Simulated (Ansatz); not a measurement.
**SnS with a defect (Se on an S site): a single-point run**

Wanted: field gradients for SnS with a defect (Se on an S site).

Program: Ansatz 0.2.0. Level of theory: DFT, PBE, plane-wave PAW, default files, scalar-relativistic. These are calculated values, not measurements.

## (1) Starting point

The structure is cubic, space group Fm-3m (No. 225). The conventional cell has a = 17.400 Å, b = 17.400 Å, c = 17.400 Å, α = 90.00°, β = 90.00°, γ = 90.00°. Around Sn (site symmetry 3m) lie 6 S at 2.90 Å. Sn (site symmetry 4mm) has 5 S at 2.90 Å and 1 Se at 2.90 Å as nearest neighbours. Sn (site symmetry mm2) is surrounded by 6 S at 2.90 Å. Around Sn (site symmetry m-3m) lie 6 S at 2.90 Å. Se (site symmetry m-3m) has 6 Sn at 2.90 Å as nearest neighbours. S (site symmetry mm2) is surrounded by 6 Sn at 2.90 Å. Around S (site symmetry 3m) lie 6 Sn at 2.90 Å. S (site symmetry 4mm) is surrounded by 6 Sn at 2.90 Å.

Structure file:

```cif
data_structure
_symmetry_space_group_name_H-M 'Fm-3m'
_symmetry_Int_Tables_number 225
_cell_length_a 17.4000
_cell_length_b 17.4000
_cell_length_c 17.4000
_cell_angle_alpha 90.000
_cell_angle_beta 90.000
_cell_angle_gamma 90.000
_cell_volume 5268.02
loop_
_atom_site_label
_atom_site_type_symbol
_atom_site_symmetry_multiplicity
_atom_site_Wyckoff_symbol
_atom_site_fract_x
_atom_site_fract_y
_atom_site_fract_z
_atom_site_occupancy
Sn1 Sn 32 f 0.16667 0.66667 0.66667 1
Sn2 Sn 24 e 0.50000 0.00000 0.66667 1
Sn3 Sn 48 i 0.50000 0.83333 0.83333 1
Sn4 Sn 4 b 0.50000 0.00000 0.00000 1
Se1 Se 4 a 0.00000 0.00000 0.00000 1
S1 S 48 h 0.16667 0.16667 0.00000 1
S2 S 32 f 0.83333 0.16667 0.66667 1
S3 S 24 e 0.50000 0.00000 0.83333 1
```

## (2) The calculation

Contents of input.yaml:

```yaml
crystal:
  lattice:
    - [0.0, 8.7, 8.7]
    - [8.7, 0.0, 8.7]
    - [8.7, 8.7, 0.0]
  atoms:
    - { symbol: Sn, position: [0.1666666667, 0.1666666667, 0.1666666667] }
    - { symbol: Sn, position: [0.1666666667, 0.1666666667, 0.5] }
    - { symbol: Sn, position: [0.1666666667, 0.1666666667, 0.8333333333] }
    - { symbol: Sn, position: [0.1666666667, 0.5, 0.1666666667] }
    - { symbol: Sn, position: [0.1666666667, 0.5, 0.5] }
    - { symbol: Sn, position: [0.1666666667, 0.5, 0.8333333333] }
    - { symbol: Sn, position: [0.1666666667, 0.8333333333, 0.1666666667] }
    - { symbol: Sn, position: [0.1666666667, 0.8333333333, 0.5] }
    - { symbol: Sn, position: [0.1666666667, 0.8333333333, 0.8333333333] }
    - { symbol: Sn, position: [0.5, 0.1666666667, 0.1666666667] }
    - { symbol: Sn, position: [0.5, 0.1666666667, 0.5] }
    - { symbol: Sn, position: [0.5, 0.1666666667, 0.8333333333] }
    - { symbol: Sn, position: [0.5, 0.5, 0.1666666667] }
    - { symbol: Sn, position: [0.5, 0.5, 0.5] }
    - { symbol: Sn, position: [0.5, 0.5, 0.8333333333] }
    - { symbol: Sn, position: [0.5, 0.8333333333, 0.1666666667] }
    - { symbol: Sn, position: [0.5, 0.8333333333, 0.5] }
    - { symbol: Sn, position: [0.5, 0.8333333333, 0.8333333333] }
    - { symbol: Sn, position: [0.8333333333, 0.1666666667, 0.1666666667] }
    - { symbol: Sn, position: [0.8333333333, 0.1666666667, 0.5] }
    - { symbol: Sn, position: [0.8333333333, 0.1666666667, 0.8333333333] }
    - { symbol: Sn, position: [0.8333333333, 0.5, 0.1666666667] }
    - { symbol: Sn, position: [0.8333333333, 0.5, 0.5] }
    - { symbol: Sn, position: [0.8333333333, 0.5, 0.8333333333] }
    - { symbol: Sn, position: [0.8333333333, 0.8333333333, 0.1666666667] }
    - { symbol: Sn, position: [0.8333333333, 0.8333333333, 0.5] }
    - { symbol: Sn, position: [0.8333333333, 0.8333333333, 0.8333333333] }
    - { symbol: Se, position: [0.0, 0.0, 0.0] }
    - { symbol: S, position: [0.0, 0.0, 0.3333333333] }
    - { symbol: S, position: [0.0, 0.0, 0.6666666667] }
    - { symbol: S, position: [0.0, 0.3333333333, 0.0] }
    - { symbol: S, position: [0.0, 0.3333333333, 0.3333333333] }
    - { symbol: S, position: [0.0, 0.3333333333, 0.6666666667] }
    - { symbol: S, position: [0.0, 0.6666666667, 0.0] }
    - { symbol: S, position: [0.0, 0.6666666667, 0.3333333333] }
    - { symbol: S, position: [0.0, 0.6666666667, 0.6666666667] }
    - { symbol: S, position: [0.3333333333, 0.0, 0.0] }
    - { symbol: S, position: [0.3333333333, 0.0, 0.3333333333] }
    - { symbol: S, position: [0.3333333333, 0.0, 0.6666666667] }
    - { symbol: S, position: [0.3333333333, 0.3333333333, 0.0] }
    - { symbol: S, position: [0.3333333333, 0.3333333333, 0.3333333333] }
    - { symbol: S, position: [0.3333333333, 0.3333333333, 0.6666666667] }
    - { symbol: S, position: [0.3333333333, 0.6666666667, 0.0] }
    - { symbol: S, position: [0.3333333333, 0.6666666667, 0.3333333333] }
    - { symbol: S, position: [0.3333333333, 0.6666666667, 0.6666666667] }
    - { symbol: S, position: [0.6666666667, 0.0, 0.0] }
    - { symbol: S, position: [0.6666666667, 0.0, 0.3333333333] }
    - { symbol: S, position: [0.6666666667, 0.0, 0.6666666667] }
    - { symbol: S, position: [0.6666666667, 0.3333333333, 0.0] }
    - { symbol: S, position: [0.6666666667, 0.3333333333, 0.3333333333] }
    - { symbol: S, position: [0.6666666667, 0.3333333333, 0.6666666667] }
    - { symbol: S, position: [0.6666666667, 0.6666666667, 0.0] }
    - { symbol: S, position: [0.6666666667, 0.6666666667, 0.3333333333] }
    - { symbol: S, position: [0.6666666667, 0.6666666667, 0.6666666667] }
kpoints:
  mp_grid: { grid: [2, 2, 2] }
scf:
  occupations: { method: fermi_dirac, width: 2.0 }
  max_iter: 60
hamiltonian:
  xc: pbe
  pseudopotentials: { kind: paw }
output:
  forces: true
  stress: true
  populations: true
  efg:
    quadrupole_moments_barn: { Sn: -0.132, S: -0.0694 }
    contact_densities: true
```

Run with:

```bash
> ansatz run input.yaml --threads 4 --pin off --max-ram 8192MiB --backend cpu --events-out ev --progress --plain --runs-dir out
```

Q: Will this input give a usable result? If not, why, and what should change?

This run ends as converged, with warnings (gradients without spin orbit, slots ram shed). Convergence says nothing about whether the input makes sense.

The suspect setting: scf.occupations.width is 2.0. A smearing this wide moves electrons out of filled levels into empty ones. A Fermi-Dirac width of 2 eV is an electron temperature of 23200 K.

Run again and compare: set scf.occupations.width to 0.01.
